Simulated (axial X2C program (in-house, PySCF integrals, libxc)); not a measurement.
# TeBr: from the state search to constants

Aim: find the lowest determinant of TeBr, scan the bond at several levels and fit the constants, once spin-free and once with spin–orbit coupling.

The runs use an in-house X2C program for linear molecules on PySCF integrals; all-electron X2C, Te dyall-cv3z, Br dyall-cv3z.

All values are calculated.

**1. Input**

File task.json:

```json
{
 "zs": [
  52,
  35
 ],
 "q": 0,
 "bas": [
  "dyall-cv3z",
  "dyall-cv3z"
 ],
 "levels": [
  "PBE0",
  "HF",
  "PBE50"
 ],
 "cc": true,
 "r0": 2.5,
 "thr": -1.0,
 "nmax": 90,
 "npts": 10,
 "nst": 2,
 "ntry": 6
}
```

Keys: zs atomic numbers; q charge; bas basis sets; levels methods (HF also brings MP2); cc coupled cluster on or off; r0 starting distance in Å; thr threshold in hartree for freezing inner shells (an s shell follows its p shell); nmax most natural virtual spinors; npts points asked for on the curve; nst determinants followed; ntry starts of the search.

Started as:

```sh
$ python so2c.py task.json out
```

Spin-free means the one-electron spin-free X2C Hamiltonian; two-component (2c) means X2C with spin–orbit coupling and atomic mean-field two-electron Coulomb and Gaunt terms. Basis: Te dyall-cv3z contracted to [11s12p8d4f1g], Br dyall-cv3z contracted to [8s9p6d4f1g]; Gaussian nuclei, density fitting. Masses: Te 129.906 u, Br 78.918 u.

Notation: σ, π±, δ± give the projection m of an orbital's angular momentum (0, ±1, ±2), α and β its spin, Λ and M_S the sums; ω is the projection of a spinor's total angular momentum and Ω the sum. Logs are in hartree.

The results follow Hamiltonian by Hamiltonian and level by level.

**2. Search for the lowest determinant**

Determinants are compared with PBE0 at 2.500 Å.

Spin-free determinants:

| ΔE (eV) | state | open shells |
| --- | --- | --- |
| 0.00 | M_S = 1/2, Λ = 1 | beyond closed shells: π+α, π+β, π-α |
| 1.41 | M_S = 3/2, Λ = 0 | beyond closed shells: σα, π+α, π-α |
| 1.89 | M_S = 1/2, Λ = 0 | beyond closed shells: σβ, π+α, π-α |
| 2.38 | M_S = 1/2, Λ = 2 | beyond closed shells: σα, π+α, π+β |
| 2.38 | M_S = 1/2, Λ = 0 | beyond closed shells: σα, π+β, π-α |

Two-component determinants:

| ΔE (eV) | state | open shells |
| --- | --- | --- |
| 0.00 | Ω = 3/2 | excess of +ω over −ω: ω = 3/2 |
| 0.52 | Ω = 1/2 | excess of +ω over −ω: ω = 1/2 |
| 2.16 | Ω = 1/2 | excess of +ω over −ω: ω = 1/2 |
| 2.17 | Ω = 1/2 | excess of +ω over −ω: 2 × ω = -1/2, ω = 3/2 |
| 2.64 | Ω = 5/2 | excess of +ω over −ω: 2 × ω = 1/2, ω = 3/2 |
| 4.20 | Ω = 7/2 | excess of +ω over −ω: ω = 1/2, 2 × ω = 3/2 |
| 4.58 | Ω = 5/2 | excess of +ω over −ω: ω = -1/2, 2 × ω = 3/2 |

**3. PBE0, spin-free**

State followed: M_S = 1/2, Λ = 1 (beyond closed shells: π+α, π+β, π-α). The scan is laid around 2.477 Å, a first estimate of the minimum, and this SCF restarts from the orbitals of the search.

Output at 2.477 Å:

```text
spin-free X2C-1e  PBE0
basis functions 226  fitting functions 1206  grid points 5800
iter        total energy     max residual
   1      -9399.461226312     5.27e-01
   2      -9399.542525667     1.48e-03
   3      -9399.542545498     1.66e-03
   4      -9399.542589200     3.61e-04
   5      -9399.542589891     1.24e-04
   6      -9399.542590032     2.76e-05
   7      -9399.542590045     8.25e-06
   8      -9399.542590047     6.08e-06
converged
one-electron -13721.03645574  Coulomb 4202.69216719  exact exchange -66.48061136  xc functional -203.53582654  nuclear repulsion 388.81813640
```

Along the bond, energies from the lowest point:

```csv
R (Å),E (eV),μ (D),HOMO (eV),LUMO (eV),iterations
2.155,0.9762,0.16,-5.81,-3.95,11
2.254,0.3774,-0.20,-5.98,-4.12,10
2.328,0.1342,-0.48,-6.11,-4.24,11
2.403,0.0193,-0.75,-6.23,-4.35,11
2.477,0.0000,-1.02,-6.34,-4.45,8
2.564,0.0653,-1.33,-6.47,-4.57,11
2.650,0.1966,-1.62,-6.58,-4.67,11
2.762,0.4272,-1.99,-6.72,-4.79,12
2.898,0.7589,-2.39,-6.86,-4.91,12
3.096,1.2628,-2.87,-7.01,-5.02,13
```

Dipoles are positive if Br is the positive end.

Outer orbitals at the reference distance:

| symmetry | occupied | ε (eV) | atomic character |
| --- | --- | --- | --- |
| σα | yes | -22.80 | 82% Br s, 8% Te s, 6% Te p |
| σβ | yes | -22.65 | 83% Br s, 7% Te s, 6% Te p |
| σα | yes | -17.44 | 79% Te s, 11% Br p, 8% Br s |
| σβ | yes | -16.63 | 78% Te s, 13% Br p, 7% Br s |
| σα | yes | -10.53 | 55% Br p, 34% Te p, 6% Te s |
| σβ | yes | -10.36 | 55% Br p, 33% Te p, 8% Te s |
| π-α | yes | -9.48 | 76% Br p, 22% Te p |
| π+α | yes | -9.48 | 76% Br p, 22% Te p |
| π+β | yes | -9.27 | 82% Br p, 15% Te p |
| π-β | yes | -9.05 | 86% Br p, 11% Te p, 2% Te d |
| π+α | yes | -7.05 | 76% Te p, 21% Br p |
| π-α | yes | -7.05 | 76% Te p, 21% Br p |
| π+β | yes | -6.34 | 83% Te p, 15% Br p |
| π-β | no | -4.45 | 86% Te p, 11% Br p |
| σα | no | -2.78 | 52% Te p, 25% Br p, 11% Te d |
| σβ | no | -2.52 | 53% Te p, 23% Br p, 10% Te d |
| σα | no | 2.26 | 74% Te s, 9% Te d, 8% Br s |

PBE0 fields in the half plane through the axis: z from -2.4 to 4.8 Å across, distance from the axis 0.15 to 2.25 Å upwards; Te lies at z = 0 and Br at z = 2.477 Å; the ELF is damped to zero where the density is low.

log10 density (e/bohr³). Ten even steps from ' ' (-4.73 ) to '@' (1.83 ):
```
  ....::::::::------::::::::::::::::::::......    
  ..::::::----------------::----------::::::....  
....::::----==========----------====------::::..  
..::::----==============================----::....
..::----====++++++++++======++++++++++====--::::..
..::--====++++******++++++++++++****++++==----::..
::::--====++**######**++++++++**####**++====--::..
::::--==++++**%%@@%%**++++++**##@@%%**++++==--::..
```

ELF. Ten even steps from '0' (0.00 ) to '9' (0.87 ):
```
0000245654200000111100000
0002467887410002444310000
0013689998620125777531000
0014799998741258998752000
0025788766643479999864100
0024774332345687679974100
0024643787236762423875200
0014535686526826382675200
```

Re = 2.457 Å, ωe = 276.4 cm⁻¹, ωexe = 0.608 cm⁻¹, Be = 0.05688 cm⁻¹, De = 2.46 eV, μ = -0.95 D.

**4. HF, spin-free**

Output at 2.477 Å:

```text
spin-free X2C-1e  HF
basis functions 226  fitting functions 1206  grid points 5800
iter        total energy     max residual
   1      -9395.448597582     2.54e-01
   2      -9395.481162850     6.07e-03
   3      -9395.482407848     3.92e-03
   4      -9395.482687352     1.82e-03
   5      -9395.482793377     1.23e-03
   6      -9395.482835416     6.44e-04
   7      -9395.482844541     2.11e-04
   8      -9395.482846240     4.70e-05
   9      -9395.482846465     1.88e-05
  10      -9395.482846505     1.46e-05
  11      -9395.482846526     1.10e-05
  12      -9395.482846547     7.18e-06
  13      -9395.482846554     2.38e-06
  14      -9395.482846555     6.66e-07
converged
one-electron -13719.72953807  Coulomb 4201.47572159  exact exchange -266.04716648  xc functional 0.00000000  nuclear repulsion 388.81813640
```

No constants are quoted: the solution changes its character somewhere along the scan, so the fit is set aside.

**5. PBE50, spin-free**

The SCF at the reference distance of 2.477 Å:

```text
spin-free X2C-1e  PBE50
basis functions 226  fitting functions 1206  grid points 5800
iter        total energy     max residual
   1      -9399.675757026     8.41e-02
   2      -9399.680001973     3.04e-03
   3      -9399.680058926     3.73e-03
   4      -9399.680202430     3.78e-04
   5      -9399.680210649     3.29e-04
   6      -9399.680213003     1.49e-04
   7      -9399.680214045     5.39e-05
   8      -9399.680214138     1.53e-05
   9      -9399.680214144     4.74e-06
  10      -9399.680214145     1.90e-06
converged
one-electron -13721.36773863  Coulomb 4203.07314378  exact exchange -132.99596397  xc functional -137.20779173  nuclear repulsion 388.81813640
```

Re = 2.436 Å, ωe = 287.8 cm⁻¹, ωexe = 0.586 cm⁻¹, Be = 0.05786 cm⁻¹, De = 2.27 eV, μ = -1.08 D.

**6. Correlated methods, spin-free**

Correlated methods: 13 electrons correlated (frozen shells, counted by type: Te 4 s, 3 p, 2 d; Br 3 s, 2 p, 1 d), 261 virtual spinors in MP2, 90 natural virtuals in coupled cluster.

Output of the correlated part at 2.477 Å:

```text
correlated 13  virtual 261  natural virtual 90  E(MP2) -0.276434764  MP2 remainder -0.010755464
iter   CCSD correlation   residual
   1     -0.285830522   1.13e-01
   2     -0.293500206   4.03e-02
   3     -0.294526946   1.54e-02
   4     -0.294570093   7.14e-03
   5     -0.294643637   3.34e-03
   6     -0.294649641   1.50e-03
   7     -0.294654136   4.98e-04
   8     -0.294655483   1.45e-04
   9     -0.294654464   4.52e-05
  10     -0.294654707   1.63e-05
  11     -0.294654642   5.18e-06
  12     -0.294654690   1.96e-06
  13     -0.294654691   7.55e-07
(T) -0.012358047  T1 0.0211  D1 0.0620  max T2 0.099
```

T1 in the output is the amplitude norm over the root of the electron number; divide by √2 for the Lee–Taylor value.

MP2: No constants are quoted: the reference changes its character somewhere along the scan, so the fit is set aside.

CCSD: No constants are quoted: the reference changes its character somewhere along the scan, so the fit is set aside.

CCSD(T): No constants are quoted: the reference changes its character somewhere along the scan, so the fit is set aside.

**7. A higher determinant, spin-free**

State: M_S = 3/2, Λ = 0 (beyond closed shells: σα, π+α, π-α).

Output at the reference distance:

```text
spin-free X2C-1e  PBE0
basis functions 226  fitting functions 1206  grid points 5800
iter        total energy     max residual
   1      -9399.392549509     7.69e-01
   2      -9399.487769979     1.94e-03
   3      -9399.487796665     2.06e-03
   4      -9399.487860041     3.19e-04
   5      -9399.487860653     1.55e-04
   6      -9399.487861143     6.06e-05
   7      -9399.487861225     2.05e-05
   8      -9399.487861228     3.34e-06
   9      -9399.487861229     1.42e-06
converged
one-electron -13721.06544376  Coulomb 4202.81630374  exact exchange -66.49222844  xc functional -203.56462918  nuclear repulsion 388.81813640
```

```csv
R (Å),E above the lowest PBE0 point (eV)
2.155,3.658
2.254,2.673
2.328,2.148
2.403,1.763
2.477,1.489
2.564,1.281
2.650,1.164
2.762,1.111
2.898,1.148
```

No constants are quoted: too few points lie around the minimum for a second fit to confirm the first.

**8. The spin-free curves together**

Energy (eV) of the followed determinant, spin-free, from each level's lowest point:

```csv
R (Å),PBE0,HF (jumps),MP2 (its reference jumps),CCSD (its reference jumps),CCSD(T) (its reference jumps),PBE50
2.155,0.976,1.103,1.053,n/a,n/a,0.880
2.254,0.377,0.451,0.420,0.462,0.474,0.312
2.328,0.134,0.177,0.159,0.186,0.194,0.092
2.403,0.019,0.038,0.030,0.043,0.048,0.000
2.477,0.000,0.000,0.000,0.000,0.000,0.003
2.564,0.065,0.050,0.057,0.041,0.035,0.094
2.650,0.197,0.172,0.187,0.151,0.140,0.250
2.762,0.427,0.383,0.494,0.365,0.347,0.511
2.898,0.759,0.604,1.036,n/a,n/a,0.877
3.096,1.263,0.796,1.565,n/a,n/a,1.387
```

**9. PBE0, 2c**

State followed: Ω = 3/2 (excess of +ω over −ω: ω = 3/2). The scan is laid around 2.477 Å, a first estimate of the minimum, and this SCF restarts from the orbitals of the search.

Output at 2.477 Å:

```text
two-component X2C + atomic mean field  PBE0
basis functions 226  fitting functions 1206  grid points 5800
iter        total energy     max residual
   1      -9395.715379571     5.24e-01
   2      -9395.797219622     1.48e-03
   3      -9395.797239632     1.69e-03
   4      -9395.797284254     3.55e-04
   5      -9395.797284961     1.21e-04
   6      -9395.797285104     2.70e-05
   7      -9395.797285120     6.68e-06
   8      -9395.797285122     6.18e-06
   9      -9395.797285124     1.04e-06
converged
one-electron -13710.56183223  Coulomb 4200.86313788  exact exchange -66.44565080  xc functional -203.43353699  nuclear repulsion 388.81813640  atomic mean-field constant -5.03753939
```

Along the bond, energies from the lowest point:

```csv
R (Å),E (eV),μ (D),HOMO (eV),LUMO (eV),iterations
2.155,1.0178,0.08,-6.03,-3.68,11
2.254,0.4069,-0.29,-6.21,-3.85,11
2.328,0.1543,-0.57,-6.34,-3.97,11
2.403,0.0296,-0.86,-6.46,-4.08,11
2.477,0.0000,-1.14,-6.58,-4.18,9
2.564,0.0524,-1.47,-6.71,-4.29,11
2.650,0.1697,-1.80,-6.82,-4.40,11
2.762,0.3803,-2.21,-6.96,-4.52,12
2.898,0.6843,-2.72,-7.10,-4.65,14
3.096,1.1428,-3.47,-7.24,-4.83,16
```

Dipoles are positive if Br is the positive end.

Outer spinors at the reference distance:

```tsv
ω	occupied	ε (eV)	atomic character	λ mixture
1/2	yes	-22.74	82% Br s, 8% Te s, 6% Te p	100% σ
-1/2	yes	-22.60	83% Br s, 7% Te s, 6% Te p	100% σ
1/2	yes	-17.40	79% Te s, 11% Br p, 8% Br s	100% σ
-1/2	yes	-16.60	78% Te s, 13% Br p, 7% Br s	100% σ
1/2	yes	-10.51	55% Br p, 34% Te p, 6% Te s	99% σ, 1% π
-1/2	yes	-10.34	55% Br p, 33% Te p, 8% Te s	99% σ, 1% π
-1/2	yes	-9.62	73% Br p, 25% Te p	100% π
1/2	yes	-9.40	80% Br p, 17% Te p	100% π
3/2	yes	-9.26	76% Br p, 21% Te p	100% π
-3/2	yes	-8.84	86% Br p, 11% Te p, 2% Te d	100% π
-1/2	yes	-7.26	73% Te p, 25% Br p	98% π, 2% σ
3/2	yes	-6.75	77% Te p, 20% Br p	100% π
1/2	yes	-6.58	80% Te p, 18% Br p	98% π, 2% σ
-3/2	no	-4.18	87% Te p, 11% Br p	100% π
1/2	no	-2.71	53% Te p, 24% Br p, 10% Te d	99% σ, 1% π
-1/2	no	-2.46	54% Te p, 23% Br p, 10% Te d	99% σ, 1% π
1/2	no	2.27	74% Te s, 9% Te d, 8% Br s	100% σ
```

PBE0 fields in the half plane through the axis: z from -2.4 to 4.8 Å across, distance from the axis 0.15 to 2.25 Å upwards; Te lies at z = 0 and Br at z = 2.477 Å; the ELF is damped to zero where the density is low.

log10 density (e/bohr³). Ten even steps from '0' (-4.72 ) to '9' (1.83 ):
```
0111222333222222222211100
0122233333333233333222110
1122334444433333443332210
1223344444444444444433211
1233445555544455555443221
1234455666555555665543321
1234456777655556776544321
2234556898655567986554321
```

ELF. Ten even steps from ' ' (0.00 ) to '@' (0.87 ):
```
        ::==++**++==::          ........          
      ::==**##%%%%##==..      ::======--..        
    ..--**%%@@@@@@%%**::  ..::++######++--..      
    ::==##@@@@@@@@%%##==..::++%%@@@@%%##++::..    
    ::++##%%%%##******==--==##@@@@@@@@%%**==..    
    ::++####==----::--====**%%##**##@@@@##==::    
    ::==**==--##%%##----**##**::==::--%%##++::    
    ..==++--++**%%**++::**%%::**--%%::**##++::    
```

Re = 2.468 Å, ωe = 269.3 cm⁻¹, ωexe = 0.654 cm⁻¹, Be = 0.0564 cm⁻¹, De = 2.39 eV, μ = -1.11 D.

**10. HF, 2c**

The SCF at the reference distance of 2.477 Å:

```text
two-component X2C + atomic mean field  HF
basis functions 226  fitting functions 1206  grid points 5800
iter        total energy     max residual
   1      -9391.700700534     2.54e-01
   2      -9391.733073089     6.05e-03
   3      -9391.734281709     3.72e-03
   4      -9391.734553561     1.69e-03
   5      -9391.734658419     1.14e-03
   6      -9391.734703923     6.02e-04
   7      -9391.734717084     1.82e-04
   8      -9391.734721905     9.61e-05
   9      -9391.734724496     8.10e-05
  10      -9391.734726730     5.89e-05
  11      -9391.734728237     3.64e-05
  12      -9391.734728908     1.55e-05
  13      -9391.734728980     1.00e-05
  14      -9391.734728997     6.57e-06
  15      -9391.734729007     3.96e-06
  16      -9391.734729009     1.60e-06
converged
one-electron -13709.25663071  Coulomb 4199.64806767  exact exchange -265.90676299  xc functional 0.00000000  nuclear repulsion 388.81813640  atomic mean-field constant -5.03753939
```

Re = 2.484 Å, ωe = 268.4 cm⁻¹, ωexe = 0.732 cm⁻¹, Be = 0.05566 cm⁻¹, De = 0.749 eV, μ = -1.71 D.

**11. PBE50, 2c**

Output at 2.477 Å:

```text
two-component X2C + atomic mean field  PBE50
basis functions 226  fitting functions 1206  grid points 5800
iter        total energy     max residual
   1      -9395.929524751     8.53e-02
   2      -9395.933741057     3.04e-03
   3      -9395.933795433     3.73e-03
   4      -9395.933935152     3.47e-04
   5      -9395.933942777     3.06e-04
   6      -9395.933944942     1.38e-04
   7      -9395.933945919     5.03e-05
   8      -9395.933946014     1.47e-05
   9      -9395.933946021     3.00e-06
  10      -9395.933946022     1.42e-06
converged
one-electron -13710.89205726  Coulomb 4201.24279732  exact exchange -132.92582877  xc functional -137.13945433  nuclear repulsion 388.81813640  atomic mean-field constant -5.03753939
```

Re = 2.445 Å, ωe = 281.3 cm⁻¹, ωexe = 0.634 cm⁻¹, Be = 0.05742 cm⁻¹, De = 2.18 eV, μ = -1.23 D.

**12. MP2 and beyond, 2c**

Correlated methods: 13 electrons correlated (frozen shells, counted by type: Te 4 s, 3 p, 2 d; Br 3 s, 2 p, 1 d), 261 virtual spinors in MP2, 90 natural virtuals in coupled cluster.

Output of the correlated part at 2.477 Å:

```text
correlated 13  virtual 261  natural virtual 90  E(MP2) -0.275473824  MP2 remainder -0.010713968
iter   CCSD correlation   residual
   1     -0.284828589   1.12e-01
   2     -0.292418047   3.98e-02
   3     -0.293430264   1.53e-02
   4     -0.293482281   7.33e-03
   5     -0.293563434   3.56e-03
   6     -0.293572365   1.66e-03
   7     -0.293578705   6.69e-04
   8     -0.293580286   3.05e-04
   9     -0.293578447   1.74e-04
  10     -0.293579712   9.27e-05
  11     -0.293579912   3.61e-05
  12     -0.293580261   1.25e-05
  13     -0.293580271   5.32e-06
(T) -0.012221532  T1 0.0216  D1 0.0589  max T2 0.088
```

MP2: Re = 2.474 Å, ωe = 273.8 cm⁻¹, Be = 0.05608 cm⁻¹, De = 2.10 eV.

CCSD: No constants are quoted: too few points lie around the minimum for a second fit to confirm the first.

CCSD(T): No constants are quoted: too few points lie around the minimum for a second fit to confirm the first.

**13. A higher determinant, 2c**

State: Ω = 1/2 (excess of +ω over −ω: ω = 1/2).

Output at the reference distance:

```text
two-component X2C + atomic mean field  PBE0
basis functions 226  fitting functions 1206  grid points 5800
iter        total energy     max residual
   1      -9395.696467458     5.25e-01
   2      -9395.778135454     1.48e-03
   3      -9395.778155109     1.71e-03
   4      -9395.778199638     3.65e-04
   5      -9395.778200333     1.26e-04
   6      -9395.778200481     2.84e-05
   7      -9395.778200495     1.18e-05
   8      -9395.778200498     5.21e-06
   9      -9395.778200499     1.59e-06
converged
one-electron -13710.18377814  Coulomb 4200.49567490  exact exchange -66.44339791  xc functional -203.42729637  nuclear repulsion 388.81813640  atomic mean-field constant -5.03753939
```

```csv
R (Å),E above the lowest PBE0 point (eV)
2.155,1.512
2.254,0.909
2.328,0.662
2.403,0.543
2.477,0.519
2.564,0.579
2.650,0.703
2.762,0.923
2.898,1.239
```

Re = 2.462 Å, ωe = 272.8 cm⁻¹, ωexe = 0.632 cm⁻¹, Be = 0.05666 cm⁻¹, μ = -0.88 D. Te = 0.52 eV.

**14. The 2c curves together**

Energy (eV) of the followed determinant, 2c, from each level's lowest point:

```csv
R (Å),PBE0,HF,MP2,CCSD,CCSD(T),PBE50
2.155,1.018,1.142,1.087,n/a,n/a,0.918
2.254,0.407,0.479,0.444,0.485,0.497,0.338
2.328,0.154,0.196,0.174,0.202,0.210,0.109
2.403,0.030,0.048,0.038,0.051,0.055,0.007
2.477,0.000,0.000,0.000,0.000,0.000,0.000
2.564,0.052,0.037,0.048,0.032,0.026,0.078
2.650,0.170,0.143,0.173,0.135,0.122,0.221
2.762,0.380,n/a,n/a,n/a,n/a,0.463
2.898,0.684,0.639,0.721,n/a,n/a,0.803
3.096,1.143,1.063,1.234,n/a,n/a,1.311
```

Time for the job: 3.3 min (1 thread of Arm Neoverse V1, shared host).

**15. What came out**

Lowest determinant that the search found at its distance, spin-free: M_S = 1/2, Λ = 1 (beyond closed shells: π+α, π+β, π-α).

Lowest determinant that the search found at its distance, 2c: Ω = 3/2 (excess of +ω over −ω: ω = 3/2).

```tsv
Hamiltonian	level	Re (Å)	ωe (cm⁻¹)	De (eV)	μ (D)
spin-free	PBE0	2.457	276.4	2.46	-0.95
spin-free	PBE50	2.436	287.8	2.27	-1.08
2c	PBE0	2.468	269.3	2.39	-1.11
2c	HF	2.484	268.4	0.749	-1.71
2c	MP2	2.474	273.8	2.10	n/a
2c	PBE50	2.445	281.3	2.18	-1.23
```

Dipoles are positive if Br is the positive end. No constants: spin-free HF (the solution changes its character somewhere along the scan, so the fit is set aside); spin-free MP2 (the reference changes its character somewhere along the scan, so the fit is set aside); spin-free CCSD (the reference changes its character somewhere along the scan, so the fit is set aside); spin-free CCSD(T) (the reference changes its character somewhere along the scan, so the fit is set aside); 2c CCSD (too few points lie around the minimum for a second fit to confirm the first); 2c CCSD(T) (too few points lie around the minimum for a second fit to confirm the first).

Time per point (s) on 1 thread of Arm Neoverse V1, shared host (2c runs); the times are rough: PBE0 1.2, HF 2.2, MP2 2.8, PBE50 1.4.

What this shows: At PBE0, going from spin-free to two-component changes Re by +11 mÅ, ωe by -2.6 %; the spin-free picture holds up (part of it comes from the scalar share of the two-electron terms). It costs about 1.6 times the time. De moves by -0.08 eV; both De rest on single-determinant atoms, which can miss part of an open shell's spin–orbit lowering.

De refers to Te + Br, each in the lowest determinant found, which need not be this curve's own limit. Each curve is one determinant whose occupation by symmetry is held fixed; it was picked as the lowest of a PBE0 search that is not exhaustive. De is counted from the lowest determinant-based energies of the atoms at the same level, without counterpoise correction. Density functionals use the spin component along the axis (collinear). Some points did not converge and are left out. The spin-free determinant is spin-contaminated at some levels, which hurts MP2 most. With the outer-core shells frozen, correlated bond lengths of heavy atoms tend to come out a few hundredths of an ångström too long.
